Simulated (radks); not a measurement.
# Taking charge from the 5s level of In in fractions

An exercise on one series of results from a longer session: the logs are not shown, and one member is left open.

Method: scalar-relativistic Kohn-Sham, BLYP, spin-unpolarised, spherical densities, point nucleus. Code: radks (a radial shooting solver on a logarithmic mesh, Libxc functionals) version 1.

## Starting point

- element: indium (Z = 49)
- charge: 0
- electrons: 49
- configuration: [Kr] 4d10 5s2 5p1

The outer shells:

In
```
[Kr] core
4d [↑↓][↑↓][↑↓][↑↓][↑↓]
5s [↑↓]
5p [↑ ][  ][  ]
```

Set-up of the first run:

The run's settings:

```text
Z 49
configuration [Kr] 4d10 5s2 5p1
relativity scalar-relativistic
functional b88,lyp
spin unpolarised
nucleus point
c 137.035999084
```

Among the steps run: Start: [Kr] 4d10 5s2 5p1.

One table of the session follows, with a row left open; its other results are not shown here.

Sizes of the orbitals, from the radial functions (bohr):

```
level     <r>  outermost maximum (interpolated)  90 % within  nodes
   3s  0.3487                             0.316        0.513      2
   3p  0.3472                             0.309        0.522      1
   3d  0.3244                             0.258        0.512      0
   4s  0.8476                             0.769         1.23      3
   4p  0.9216                             0.815         1.36      2
   4d       ?                                 ?            ?      ?
   5s   2.607                              2.15         3.92      4
   5p   3.759                              2.85         5.92      3
```

Q: Estimate the row for 4d from the others.

**Answer.** <r>: 1.185; outermost maximum (interpolated): 0.931; 90 % within: 1.87; nodes: 1. In the column «<r>» it lies between 4p (0.9216) and 5s (2.607).
